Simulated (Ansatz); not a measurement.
# 8 H2O + 1 CH3CN in a periodic box: molecular dynamics

Purpose: to see how the packed molecules move, order and perhaps react. The start is relaxed first. Runs: 300 steps of 0.5 fs under a Langevin thermostat at 250 K; 400 steps of 0.75 fs under a Nosé-Hoover thermostat at 250 K. The molecules were packed at random to 0.94 g/cm³.

Method: DFT PBE+D3(BJ), plane waves, PAW, scalar-relativistic, no spin polarisation, in Ansatz 0.2.0.

## 1. The structure to begin with

The cell holds 30 atoms (C2H19NO8): a = 6.889 Å, b = 6.889 Å, c = 6.889 Å, α = 90.00°, β = 90.00°, γ = 90.00°.

Its coordinates follow in the input file.

## 2. Preparing the start

input.yaml reads:

```yaml
accuracy: low
crystal:
  lattice:
    - [6.889419, 0.0, 0.0]
    - [0.0, 6.889419, 0.0]
    - [0.0, 0.0, 6.889419]
  atoms:
    - { symbol: O, position: [0.9071315, 0.3433769, 0.1464139] }
    - { symbol: H, position: [0.9803338, 0.3115023, 0.0306978] }
    - { symbol: H, position: [0.9843648, 0.2903014, 0.2512128] }
    - { symbol: O, position: [0.6106217, 0.2824376, 0.687408] }
    - { symbol: H, position: [0.6164932, 0.3928427, 0.6005688] }
    - { symbol: H, position: [0.6048725, 0.1715799, 0.6011392] }
    - { symbol: O, position: [0.8681575, 0.9030401, 0.273888] }
    - { symbol: H, position: [0.8110671, 0.8461884, 0.1586779] }
    - { symbol: H, position: [0.9825353, 0.8247338, 0.2973535] }
    - { symbol: O, position: [0.1042483, 0.7564512, 0.6314654] }
    - { symbol: H, position: [0.115991, 0.6295813, 0.6908872] }
    - { symbol: H, position: [0.2286248, 0.8171863, 0.6560935] }
    - { symbol: O, position: [0.331163, 0.7709415, 0.9902228] }
    - { symbol: H, position: [0.2025292, 0.8174051, 0.9576762] }
    - { symbol: H, position: [0.3497414, 0.6602062, 0.9056217] }
    - { symbol: O, position: [0.0654108, 0.1513801, 0.6809112] }
    - { symbol: H, position: [0.0903319, 0.2701093, 0.6098682] }
    - { symbol: H, position: [0.0580793, 0.0528198, 0.5809267] }
    - { symbol: O, position: [0.3372897, 0.2961493, 0.1908896] }
    - { symbol: H, position: [0.3728598, 0.323314, 0.0576168] }
    - { symbol: H, position: [0.3649919, 0.1591759, 0.2062417] }
    - { symbol: O, position: [0.3666277, 0.0512809, 0.4895988] }
    - { symbol: H, position: [0.4293399, 0.003404, 0.6059593] }
    - { symbol: H, position: [0.4705626, 0.0577424, 0.3951499] }
    - { symbol: C, position: [0.6591002, 0.7259105, 0.5330981] }
    - { symbol: C, position: [0.6667143, 0.7296514, 0.7449643] }
    - { symbol: "N", position: [0.6728561, 0.7326689, 0.9158623] }
    - { symbol: H, position: [0.6544351, 0.8736797, 0.4761178] }
    - { symbol: H, position: [0.7872375, 0.6528486, 0.4752443] }
    - { symbol: H, position: [0.5297573, 0.6483188, 0.4845777] }
basis:
  ecutwfc: 420.0
kpoints:
  mp_grid: { grid: [1, 1, 1] }
hamiltonian:
  xc: pbe
  dispersion: d3bj
scf:
  occupations: { method: fermi_dirac, width: 0.02 }
  lower_state_search: "off"
relax:
  f_tol: 0.3
  max_steps: 15
  adjacent_minimum: "off"
output:
  write_density: true
  write_potential: true
  elf: true
  volumetric_format: npy
```

On the command line:

```console
$ ansatz run input.yaml --threads 1 --pin off --max-ram 3072MiB --backend cpu --events-out ev --progress --plain --runs-dir out
```

The log of the run:

```text
Warning: RAYON_NUM_THREADS=1 ignored (pool sized by the plan → 1); use --threads N
Engine: ansatz 0.2.0, aarch64-unknown-linux-gnu
Pseudopotentials: kind: paw
Pseudopotential: O, paw, valence charge 6, recommended cutoff 420 eV (normal), O.paw.azcp
Pseudopotential: H, paw, valence charge 1, recommended cutoff 420 eV (normal), H.paw.azcp
Pseudopotential: C, paw, valence charge 4, recommended cutoff 420 eV (normal), C.paw.azcp
Pseudopotential: N, paw, valence charge 5, recommended cutoff 420 eV (normal), N.paw.azcp
Functional definition: PBE
  parameter kappa = 0.804
  parameter beta = 0.06672455060314922
  exchange = pbe_x(kappa = kappa, mu = beta*pi^2/3)
  correlation = pbe_c(beta = beta)
Crystal: 30 atoms, lattice volume = 327.000 Å³
Basis set: ecut = 420 eV, 6403 PW (Γ), exchange–correlation on 96×96×96 points (8 copies of the dense FFT grid, shifted against one another)
Bands: 70, of which v1, the nominal top of the filled ones, is band 40 counted from 1 (39 counted from 0)
Symmetry: 1 space group operations
Space group: P1 (ITA 1), of the structure as read, at distance tolerance 6.9e-5 Å
k-points: 1
Non-local potential: O, projectors of the file, l = 0: 2, l = 1: 2, l = 2: 1
Non-local potential: H, projectors of the file, l = 0: 2, l = 1: 1
Non-local potential: C, projectors of the file, l = 0: 2, l = 1: 2, l = 2: 1
Non-local potential: N, projectors of the file, l = 0: 2, l = 1: 2, l = 2: 1
PAW form: soft (Blöchl's): semilocal exchange-correlation on the pseudo side does not see the compensation charge
PAW one-centre angular grid: O, 110 points (default); XC on 64 Gauss nodes
PAW one-centre angular grid: H, 110 points (default); XC on 64 Gauss nodes
PAW one-centre angular grid: C, 110 points (default); XC on 64 Gauss nodes
PAW one-centre angular grid: N, 110 points (default); XC on 64 Gauss nodes
Initial density: superposition of atomic densities (neutral atoms: chi_scale 0, normalization atom), corrected by the library's trained network
Initial wavefunctions: pseudopotential atomic-orbital guess
Functional: x = pbe(κ = 0.804, μ = 0.2195149727645171), c = pbe(β = 0.06672455060314922)
SCF iter   1: F=—  HF=-5726.991620 eV  |F-HF|=—  |Δ(HF+E_count)|=         —  Δρ=4.49e-3  dr2=8.28e-2  ethr=1.77e-3  ⟨swp⟩=6.0  Hψ=331  notcnv=0  defer=5
preconditioner: auto → Resta (q_TF=auto, 2.158 Å⁻¹)  ε∞=2.2  [insulator: Δε(μ)=3.616 eV  Ē_g=16.719 eV  σ=0.020 eV  W_gap=1.00  n_scr=56 (ndim 8)  ℏωp=18.4 eV  f_vac=0.267  D(μ)=0.00/eV (n_scr^D=0)  ε∞_Penn≈2.2]
SCF iter   2: F=—  HF=-5726.962907 eV  |F-HF|=—  |Δ(HF+E_count)|=   2.87e-2  Δρ=2.13e-3  dr2=1.50e-2  ethr=1.04e-4  ⟨swp⟩=2.0  Hψ=104  notcnv=0  defer=26
SCF iter   3: F=—  HF=-5726.959156 eV  |F-HF|=—  |Δ(HF+E_count)|=   3.75e-3  Δρ=9.62e-4  dr2=4.36e-3  ethr=1.87e-5  ⟨swp⟩=2.0  Hψ=80  notcnv=0  defer=26
SCF iter   4: F=—  HF=-5726.957938 eV  |F-HF|=—  |Δ(HF+E_count)|=   1.22e-3  Δρ=5.09e-4  dr2=1.18e-3  ethr=5.45e-6  ⟨swp⟩=2.0  Hψ=80  notcnv=0  defer=26
SCF iter   5: F=—  HF=-5726.957826 eV  |F-HF|=—  |Δ(HF+E_count)|=   1.12e-4  Δρ=2.64e-4  dr2=2.62e-4  ethr=1.48e-6  ⟨swp⟩=2.0  Hψ=73  notcnv=0  defer=26
SCF iter   6: F=-5726.957805 eV  HF=-5726.957805 eV  |F-HF|=6.78e-8  |Δ(HF+E_count)|=   2.13e-5  Δρ=6.99e-5  dr2=1.90e-5  ethr=1.25e-7  ⟨swp⟩=11.0  Hψ=449  notcnv=0
SCF 1 converged in 6 iterations: F = -5726.957805 eV  dr2 = 1.90e-5
relax step   1: F+E_penalty+E_count = -5726.95780466 eV  Δ(F+E_penalty+E_count) = +0.000e0 eV  max|allowed force component| = 2.241e0 eV/Å  Δτ_max = 0.0000 Å  (6 SCF iters, dr2 threshold 1.00e-4 eV, accepted)
[... from here on, the SCF cycles and remarks between the steps are left out, and one step in 2 is shown ...]
relax step   2: F+E_penalty+E_count = -5727.75646869 eV  Δ(F+E_penalty+E_count) = -7.987e-1 eV  max|allowed force component| = 6.880e-1 eV/Å  Δτ_max = 0.1949 Å  (7 SCF iters, dr2 threshold 1.00e-4 eV, accepted)
relax step   4: F+E_penalty+E_count = -5728.76468384 eV  Δ(F+E_penalty+E_count) = -5.430e-1 eV  max|allowed force component| = 1.754e0 eV/Å  Δτ_max = 0.1951 Å  (7 SCF iters, dr2 threshold 1.00e-4 eV, accepted)
relax step   6: F+E_penalty+E_count = -5729.57288293 eV  Δ(F+E_penalty+E_count) = -4.042e-1 eV  max|allowed force component| = 1.492e0 eV/Å  Δτ_max = 0.2000 Å  (7 SCF iters, dr2 threshold 1.00e-4 eV, accepted)
relax step   8: F+E_penalty+E_count = -5730.33099305 eV  Δ(F+E_penalty+E_count) = -3.580e-1 eV  max|allowed force component| = 1.416e0 eV/Å  Δτ_max = 0.1932 Å  (7 SCF iters, dr2 threshold 1.00e-4 eV, accepted)
relax step  10: F+E_penalty+E_count = -5730.86510098 eV  Δ(F+E_penalty+E_count) = -2.178e-1 eV  max|allowed force component| = 9.030e-1 eV/Å  Δτ_max = 0.1951 Å  (6 SCF iters, dr2 threshold 1.00e-4 eV, accepted)
relax step  12: F+E_penalty+E_count = -5731.14495148 eV  Δ(F+E_penalty+E_count) = -1.182e-1 eV  max|allowed force component| = 9.971e-1 eV/Å  Δτ_max = 0.1960 Å  (7 SCF iters, dr2 threshold 1.00e-4 eV, accepted)
relax step  14: F+E_penalty+E_count = -5731.25604524 eV  Δ(F+E_penalty+E_count) = -2.365e-2 eV  max|allowed force component| = 1.550e0 eV/Å  Δτ_max = 0.1908 Å  (9 SCF iters, accepted)
relax step  15: F+E_penalty+E_count = -5731.36213601 eV  Δ(F+E_penalty+E_count) = -1.061e-1 eV  max|allowed force component| = 7.676e-1 eV/Å  Δτ_max = 0.2000 Å  (9 SCF iters, accepted)
Step failed. What follows is not a result of the run: it is the report of the last solve that finished, which converged after 9 SCF iterations.
Free energy (F): -5731.362136 eV
Harris-Foulkes:  -5731.362136 eV  (|F-HF|=2.07e-9)
Internal energy: -5731.362136 eV  (E = F + TS)
E sigma→0 (E₀):  -5731.362136 eV
Fermi energy:    -0.209825 eV
--- Per-component energies (eV) ---
  E_band       = -760.635059
  E_kinetic    = 1969.188610
  E_local      = -6287.048638  (includes V_loc(G=0)·N_el)
  E_nonlocal   = 520.278853
  E_hartree    = 2264.767065
  E_xc         = -907.688669
  E_vxc        = -1155.538590  (∫ρ·V_xc dr)
  E_paw        = -1605.840651  (= ΣΔE_a)
  E_vpaw       = -337.044006  (= ΣTr[D̂ρ^β])
  E_aug_tail   = -0.002897  (compensation charges beyond the density's cutoff)
  E_ewald      = -1683.931292
  E_disp       = -1.084517  (pairwise vdW)
  E_smearing   = -0.000000  (= −TS)
  E_closure    = -0.000000  (closes the sum)
  Σ components = -5731.362136   (vs F -5731.362136, Δ=0.00e0)
--- Forces (eV/Å), atoms counted from 1 ---
  atom   1  O      0.38409041     0.10686071    -0.76756601
  atom   2  H     -0.34088221    -0.12861051     0.73856202
  atom   3  H     -0.07865673    -0.03091286     0.02917599
  atom   4  O      0.01731845     0.35292662    -0.25286729
  atom   5  H      0.01424099    -0.36171599     0.17945836
  atom   6  H     -0.11299492    -0.02679037     0.05438808
  atom   7  O     -0.08773372    -0.10617174    -0.02130353
  atom   8  H      0.03506982     0.04355329     0.05094578
  atom   9  H      0.02326599     0.00996386    -0.00494844
  atom  10  O     -0.02318952     0.00246283     0.04078351
  atom  11  H     -0.03974087    -0.02515018    -0.02396564
  atom  12  H      0.04006270     0.05478439    -0.05504873
  atom  13  O     -0.00939106    -0.03330784     0.06801717
  atom  14  H      0.08235554    -0.00386153    -0.06662141
  atom  15  H     -0.01818648     0.02144746    -0.01754512
  atom  16  O      0.00946840     0.04164143     0.03449041
  atom  17  H      0.05348952    -0.02262472    -0.01016335
  atom  18  H     -0.00821152    -0.00401911    -0.00727555
  atom  19  O      0.19268354     0.00180473    -0.13402443
  atom  20  H     -0.13729228    -0.03770170     0.16403613
  atom  21  H      0.00695325     0.05911310     0.03376290
  atom  22  O     -0.05302792     0.01978712     0.03586984
  atom  23  H      0.00705465    -0.00058625     0.01002046
  atom  24  H     -0.00182999     0.01907248    -0.05775023
  atom  25  C     -0.01909500     0.00110419     0.06168855
  atom  26  C      0.10723660     0.09023115     0.19557066
  atom  27  N     -0.04166835    -0.03462871    -0.32890957
  atom  28  H      0.01318629    -0.01644363     0.04914966
  atom  29  H     -0.04998381     0.01832957     0.01332920
  atom  30  H      0.03545502    -0.01058871    -0.01127861
  max |Σ_I F_I| component: 4.68e-5 eV/Å
--- Band table (eV) ---
[... 1 line left out ...]
End of that report.
Error: geometry relaxation did not converge after 15 steps: max|allowed force component| = 7.68e-1 eV/Å (threshold 3.0e-1). Raise `relax.max_steps` over both its present limit and 15, loosen `relax.f_tol`, or start from a geometry closer to equilibrium. Where this run's directory can be resumed (`checkpoint.write`), a resume goes on for up to `relax.max_steps` more
```

Wall time 38 s (1 thread of Arm Neoverse V2, shared host); peak memory 0.38 GiB.

The steps of the relaxation:

| step | energy from step 1 (eV/cell) | largest force component (eV/Å) |
| --- | --- | --- |
| 1 | 0.0000 | 2.2413 |
| 2 | -0.7987 | 0.6880 |
| 3 | -1.2638 | 1.4598 |
| 4 | -1.8069 | 1.7537 |
| 5 | -2.2109 | 1.7308 |
| 6 | -2.6151 | 1.4917 |
| 7 | -3.0152 | 0.9921 |
| 8 | -3.3732 | 1.4157 |
| 9 | -3.6894 | 1.1861 |
| 10 | -3.9073 | 0.9030 |
| 11 | -4.0689 | 0.5805 |
| 12 | -4.1871 | 0.9971 |
| 13 | -4.2746 | 0.4102 |
| 14 | -4.2982 | 1.5505 |
| 15 | -4.4043 | 0.7676 |

Step 1 is the start. The run ended unconverged after 15 steps.

The atom that moved most is H20, by 1.45 Å.

## 3. Run 1

300 steps of 0.5 fs under a Langevin thermostat at 250 K, from the relaxed start. H is given a mass of 2.014 u.

input.yaml reads:

```yaml
accuracy: low
crystal:
  lattice:
    - [6.889419, 0.0, 0.0]
    - [0.0, 6.889419, 0.0]
    - [0.0, 0.0, 6.889419]
  atoms:
    - { symbol: O, position: [0.82221424, 0.30244847, 0.15261345] }
    - { symbol: H, position: [0.87880219, 0.32895768, 0.02316441] }
    - { symbol: H, position: [0.88771349, 0.18133975, 0.18907915] }
    - { symbol: O, position: [0.60750235, 0.23116573, 0.73740392] }
    - { symbol: H, position: [0.58549397, 0.3702077, 0.7260206] }
    - { symbol: H, position: [0.74842587, 0.21327904, 0.70444148] }
    - { symbol: O, position: [0.97320386, 0.89866681, 0.20213495] }
    - { symbol: H, position: [0.87888041, 0.82220623, 0.1261129] }
    - { symbol: H, position: [0.99374666, 0.83209028, 0.32626301] }
    - { symbol: O, position: [0.13071147, 0.79725018, 0.57978941] }
    - { symbol: H, position: [0.17152576, 0.77460665, 0.71501804] }
    - { symbol: H, position: [0.22199323, 0.9029154, 0.5383889] }
    - { symbol: O, position: [0.27741793, 0.84119646, 0.95871147] }
    - { symbol: H, position: [0.17112719, 0.8544367, 1.05666543] }
    - { symbol: H, position: [0.36837417, 0.74791095, 1.01266017] }
    - { symbol: O, position: [-0.02067808, 0.16015546, 0.69345084] }
    - { symbol: H, position: [0.08357244, 0.2088545, 0.60966954] }
    - { symbol: H, position: [-0.00143115, 0.01926185, 0.67931448] }
    - { symbol: O, position: [0.42099991, 0.19970221, 0.12716887] }
    - { symbol: H, position: [0.55806522, 0.23147649, 0.09952819] }
    - { symbol: H, position: [0.38863433, 0.09349022, 0.03797438] }
    - { symbol: O, position: [0.33234665, 0.10893921, 0.48755663] }
    - { symbol: H, position: [0.44080984, 0.14635302, 0.57485547] }
    - { symbol: H, position: [0.37179207, 0.14432662, 0.35177871] }
    - { symbol: C, position: [0.63761177, 0.68029901, 0.5346002] }
    - { symbol: C, position: [0.69180499, 0.70516914, 0.73685908] }
    - { symbol: "N", position: [0.73519904, 0.72406728, 0.89897383] }
    - { symbol: H, position: [0.64715854, 0.82023263, 0.45856726] }
    - { symbol: H, position: [0.73413204, 0.57467147, 0.46362011] }
    - { symbol: H, position: [0.48631878, 0.63055115, 0.52396852] }
basis:
  ecutwfc: 420.0
kpoints:
  mp_grid: { grid: [1, 1, 1] }
hamiltonian:
  xc: pbe
  dispersion: d3bj
scf:
  occupations: { method: fermi_dirac, width: 0.02 }
  lower_state_search: "off"
md:
  timestep: 0.5
  n_steps: 300
  ensemble: nvt_langevin
  temperature: 250.0
  initial_velocities: maxwell_boltzmann
  seed: 20615
  friction: 0.02
  masses: [{ species: H, mass: 2.014 }]
```

On the command line:

```console
$ ansatz run input.yaml --threads 1 --pin off --max-ram 3072MiB --backend cpu --events-out ev --progress --plain --runs-dir out
```

The log of the run (excerpt; [...] marks lines left out):

```text
Warning: md: disabling space-group detection — thermal motion breaks the input geometry's symmetry, so no spatial operation reduces the k-mesh or symmetrises the density; time reversal is kept, so that k and −k are solved as one point where they differ and the mesh holds both, and exact [...]
Warning: RAYON_NUM_THREADS=1 ignored (pool sized by the plan → 1); use --threads N
[...]
[... 3 set-up lines as earlier in the session ...]
[...]
Bands: 70, of which v1, the nominal top of the filled ones, is band 40 counted from 1 (39 counted from 0)
[... 1 set-up line as earlier in the session ...]
k-points: 1
[...]
SCF iter   1: F=—  HF=-5731.384046 eV  |F-HF|=—  |Δ(HF+E_count)|=         —  Δρ=3.24e-3  dr2=4.44e-2  ethr=1.77e-3  ⟨swp⟩=6.0  Hψ=327  notcnv=0  defer=4
[...]
md step     0: t =     0.00 fs  T =   241.7 K  F+E_penalty+E_count = -5731.36213604 eV  E_kin = 0.937135 eV  (9 SCF iters)
[...]
md step     6: t =     3.00 fs  T =   203.4 K  F+E_penalty+E_count = -5731.12781384 eV  E_kin = 0.788750 eV  (5 SCF iters)
md step     7: t =     3.50 fs  T =   190.8 K  F+E_penalty+E_count = -5731.09063958 eV  E_kin = 0.739862 eV  (5 SCF iters)
```

## 4. The log goes on: dynamics from the start

The log, continued (excerpt; [...] marks lines left out):

```text
md step     8: t =     4.00 fs  T =   182.9 K  F+E_penalty+E_count = -5731.06864563 eV  E_kin = 0.709323 eV  (6 SCF iters)
[...]
md step    24: t =    12.00 fs  T =   152.2 K  F+E_penalty+E_count = -5730.91361686 eV  E_kin = 0.590189 eV  (5 SCF iters)
[...]
md step    40: t =    20.00 fs  T =   134.7 K  F+E_penalty+E_count = -5730.75953523 eV  E_kin = 0.522343 eV  (8 SCF iters)
[...]
  atom   3  H      0.15621510    -0.52181901     0.35713098
  atom   4  O      0.19328693     0.47825428     0.89348903
  atom   5  H     -0.30073646    -0.38541123    -0.60700141
  atom   6  H     -0.05669023    -0.39060272    -0.17184039
  atom   7  O      0.36514098     0.18164138     1.08519689
  atom   8  H     -0.71856959    -0.37500410    -0.46779044
[...]
--- MD trajectory: 300 steps, t = 0.0 → 150.0 fs ---
  final state: T = 242.1 K   F+E_penalty+E_count = -5730.62777446 eV   E_kin = 0.938779 eV
```

Run time: 7.7 min. Hardware: 1 thread of Arm Neoverse V2, shared host; peak memory 0.41 GiB.

## 5. Frames and traces

The trajectory, every 12 steps (energies from step 0); msd is the mean square displacement from the start, the centre of mass held:

| time (fs) | T (K) | potential energy change (meV/atom) | msd H (Å²) | msd O (Å²) | msd N (Å²) | msd C (Å²) |
| --- | --- | --- | --- | --- | --- | --- |
| 0.0 | 242 | 0.0 | 0.000 | 0.000 | 0.000 | 0.000 |
| 6.0 | 177 | 10.2 | 0.006 | 0.001 | 0.001 | 0.002 |
| 12.0 | 152 | 15.0 | 0.018 | 0.004 | 0.002 | 0.004 |
| 18.0 | 143 | 17.9 | 0.033 | 0.006 | 0.001 | 0.004 |
| 24.0 | 139 | 24.6 | 0.045 | 0.009 | 0.001 | 0.004 |
| 30.0 | 174 | 22.1 | 0.050 | 0.012 | 0.002 | 0.003 |
| 36.0 | 223 | 19.9 | 0.051 | 0.016 | 0.003 | 0.005 |
| 42.0 | 237 | 17.6 | 0.056 | 0.021 | 0.002 | 0.006 |
| 48.0 | 236 | 19.0 | 0.069 | 0.027 | 0.003 | 0.005 |
| 54.0 | 244 | 13.9 | 0.080 | 0.036 | 0.003 | 0.005 |
| 60.0 | 248 | 17.0 | 0.094 | 0.045 | 0.005 | 0.008 |
| 66.0 | 204 | 20.6 | 0.108 | 0.053 | 0.010 | 0.012 |
| 72.0 | 224 | 23.4 | 0.124 | 0.059 | 0.012 | 0.014 |
| 78.0 | 248 | 22.9 | 0.146 | 0.060 | 0.012 | 0.014 |
| 84.0 | 262 | 21.9 | 0.166 | 0.062 | 0.018 | 0.015 |
| 90.0 | 278 | 25.5 | 0.176 | 0.068 | 0.026 | 0.021 |
| 96.0 | 296 | 22.6 | 0.184 | 0.073 | 0.041 | 0.025 |
| 102.0 | 305 | 21.0 | 0.183 | 0.076 | 0.065 | 0.030 |
| 108.0 | 270 | 19.6 | 0.183 | 0.082 | 0.080 | 0.043 |
| 114.0 | 272 | 22.9 | 0.185 | 0.090 | 0.091 | 0.053 |
| 120.0 | 218 | 22.3 | 0.173 | 0.099 | 0.103 | 0.070 |
| 126.0 | 285 | 16.5 | 0.161 | 0.106 | 0.117 | 0.077 |
| 132.0 | 278 | 16.4 | 0.164 | 0.107 | 0.115 | 0.087 |
| 138.0 | 289 | 18.6 | 0.169 | 0.112 | 0.114 | 0.106 |
| 144.0 | 281 | 20.5 | 0.186 | 0.115 | 0.099 | 0.127 |
| 150.0 | 242 | 24.5 | 0.181 | 0.125 | 0.084 | 0.149 |

time (fs), T (K) and a bar:
```
      0.0        242 ####################
      6.5        184 ########
     13.0        170 #####
     19.5        146 
     26.0        166 ####
     32.5        191 #########
     39.0        213 ##############
     45.5        235 ##################
     52.0        222 ################
     58.5        277 ###########################
     65.0        204 ############
     71.5        222 ################
     78.5        240 ####################
     85.0        255 #######################
     91.5        228 #################
     98.0        290 ##############################
    104.5        265 #########################
    111.0        277 ###########################
    117.5        234 ##################
    124.0        249 #####################
    130.5        271 ##########################
    137.0        275 ###########################
    143.5        282 ############################
    150.0        242 ####################
```

Pair distribution over the second half of the run:

| r (Å) | g H–H | g O–H | g O–O |
| --- | --- | --- | --- |
| 0.68 | 0.00 | 0.00 | 0.00 |
| 0.84 | 0.00 | 1.71 | 0.00 |
| 1.00 | 0.00 | 15.64 | 0.00 |
| 1.16 | 0.00 | 0.21 | 0.00 |
| 1.32 | 0.01 | 0.00 | 0.00 |
| 1.48 | 1.55 | 0.01 | 0.00 |
| 1.64 | 1.64 | 0.70 | 0.00 |
| 1.80 | 0.82 | 1.34 | 0.00 |
| 1.96 | 0.27 | 0.73 | 0.00 |
| 2.12 | 0.76 | 0.48 | 0.00 |
| 2.28 | 1.42 | 0.48 | 0.00 |
| 2.44 | 1.65 | 0.46 | 0.00 |
| 2.60 | 1.03 | 0.43 | 1.61 |
| 2.76 | 0.50 | 0.74 | 3.50 |
| 2.92 | 0.44 | 0.56 | 2.44 |
| 3.08 | 0.80 | 0.92 | 2.03 |
| 3.24 | 0.87 | 1.35 | 1.21 |
| 3.40 | 1.18 | 1.43 | 0.28 |

First peaks of g(r) (not always the tallest), and, where a minimum follows, the mean number of second-named atoms round a first-named one up to the next minimum:

| pair | peak (Å) | height | minimum (Å) | neighbours |
| --- | --- | --- | --- | --- |
| H–H | 1.56 | 2.2 | 1.96 | 1.2 |
| O–H | 1.00 | 15.6 | 1.24 | 2.0 |
| O–O | 2.76 | 3.5 | - | - |

Maxima of the velocity power spectrum (cm⁻¹, relative height; resolution about 440 cm⁻¹): 220 (100), 1170 (47), 2390 (38).

(Part 1 of 2 ends here.)
